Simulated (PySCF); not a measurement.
# C2H6B2ClF: the cost of one run

Computed with PySCF 2.14.0, with density-fitted response routines of our own, on a single molecule in the gas phase. Atoms count from 0, in the outputs and in this text.

## 1. The starting structure

12 atoms, charge 0, multiplicity 1; geometry from: GFN2-xTB. The atoms were then displaced at random by about 0.01 Å, so the start is not that level's minimum.

Bonds of the start (Å): C0–B1 1.54, B1–C2 1.57, C2–B3 1.61, B3–F4 1.31, B3–Cl5 1.71, C0–H6 1.10, C0–H7 1.08, C0–H8 1.10, B1–H9 1.18, C2–H10 1.11, C2–H11 1.09.

## 2. Optimising the geometry at PBE0-D3(BJ)/def2-SVP

The job: settings as JSON, then the geometry in Å.

```
{"job": {"xc": "PBE0", "basis": "def2-SVP", "d3": "d3bj", "grid": 1, "shake": 0.01, "kind": "geom"}, "charge": 0, "multiplicity": 1}
C     -1.590380     0.067830    -0.629230
B     -0.652620    -0.398790     0.499120
C      0.672400     0.392160     0.811930
B      1.854890    -0.180630    -0.113620
F      2.542620    -1.229760     0.269650
Cl     2.159140     0.423680    -1.685120
H     -2.625480     0.185600    -0.274790
H     -1.635700    -0.654740    -1.426080
H     -1.330270     1.040150    -1.077420
H     -0.894440    -1.374590     1.107370
H      0.975270     0.241620     1.868110
H      0.564250     1.459210     0.641060
```

Command:

```bash
OMP_NUM_THREADS=1 python probes_run.py task.json out
```

This one command runs all jobs of the session in turn.

Q: Estimate the wall time and peak memory of this first job on 1 thread of Arm Neoverse N1, shared host.

About 95 s, with a peak of 0.51 GiB.
